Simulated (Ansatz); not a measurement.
# AlGaH: the cost of one run

The runs use Ansatz 0.2.0, Gaussian basis; cc-pVTZ, all electrons in the functionals, frozen cores in the correlation of double hybrids and RPA.

To be run: wB97M-V, B2PLYP, PBE-QIDH, RPA-PBE, at charge 0, doublet; charge 0, quartet; charge 1, singlet; charge 1, triplet; displaced geometry v1; displaced geometry v2 (not every functional at every point).

20 further runs of the same task are left out: 1 for a known fault of the program, 10 that didn't finish, 9 set aside as unsound or not needed. Runs told in other sessions of the task aren't counted.

## Step 1: What is computed

The geometry is a PBE0/def2-TZVP stationary point (not a proven minimum). No spin-orbit coupling is included. The filled d shell of Ga may be among the frozen orbitals whatever the setting's name suggests.

3 atoms, charge 0, spin multiplicity 2.

Atoms are counted from 1 here; the program's logs count them from 0.

Bond lengths: Al1–Ga2 2.671 Å, Al1–H3 1.622 Å. Angles: Ga2–Al1–H3 180.0°.

No dispersion term is added; wB97M-V holds VV10 nonlocal correlation.

The geometry shown and the zero of energy belong to the point charge 0, doublet. The yardstick, UCCSDT(Q), and other wave-function levels (R restricted, U unrestricted, valence and pair active spaces) come from earlier runs.

## Step 2: wB97M-V, charge 0, doublet

in.yaml reads:

```yaml
crystal:
  periodic: [false, false, false]
  atoms:
    - {symbol: Al, position_ang: [0.000000, 0.000000, 0.349567]}
    - {symbol: Ga, position_ang: [0.000000, 0.000000, -2.320933]}
    - {symbol: H, position_ang: [0.000000, 0.000000, 1.971367]}
basis:
  gaussian: {orbitals: cc-pVTZ}
magnetization: {spin_polarized: true, initial_magnetization: 1}
hamiltonian: {xc: {name: wB97M-V}}
output: {forces: true, orbitals: {seedname: orbitals}}
```

Run with:

```bash
ansatz run in.yaml --threads 1 --pin off --events-out ev --progress --plain --max-ram 2393MiB
```

Q: Estimate wall time and peak memory on 1 thread of Intel Xeon 6975P-C, shared host.

About 7.5 s, with a peak of 0.32 GiB.
